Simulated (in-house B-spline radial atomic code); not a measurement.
# Ga: ionisation energy by several methods

The task here is to estimate one member of a computed series from the others.

Method: non-relativistic, several functionals, spin-polarised; spherical all-electron atom at the radial basis limit. Code: in-house B-spline radial atomic code version 1.

## Starting point

- element: gallium (Z = 31)
- charge: 0
- electrons: 31
- configuration: [Ar] 3d10 4s2 4p1
- nucleus: point

Outer shells as boxes (Hund's rule):

[Ar] 3d10 4s2 4p1
```
[Ar] core
3d [↑↓][↑↓][↑↓][↑↓][↑↓]
4s [↑↓]
4p [↑ ][  ][  ]
```

Where spins are not typed, each open shell is filled with up spins first.

The first run:

Settings, as recorded:

```ini
Z = 31
electrons = 31.0
configuration = [Ar] 3d10 4s2 4p1
hamiltonian = nr
method = r2scan
spin_polarised = True
```

Steps of the session up to this table: r2SCAN; exchange-only LDA; Hartree-Fock; OLYP; PBE; BLYP; PBEsol; RPBE.

One table of the session follows, with a row left open; its other results are not shown here.

| method | ΔSCF (eV) |
| --- | --- |
| exchange-only LDA | 5.212 |
| OLYP | 5.657 |
| PBE | 5.906 |
| BLYP | 5.820 |
| PBEsol | 5.909 |
| RPBE | ? |
| r2SCAN | 5.888 |
| Hartree-Fock | 5.482 |

Estimate the missing values for RPBE.

The run gave: ΔSCF (eV): 5.853. In the column «ΔSCF (eV)» it lies between BLYP (5.820) and r2SCAN (5.888).

Limits of these values: Meta-GGA runs start from a PBE run whose iterations are not counted. These runs leave out relativity, which matters at this nuclear charge.
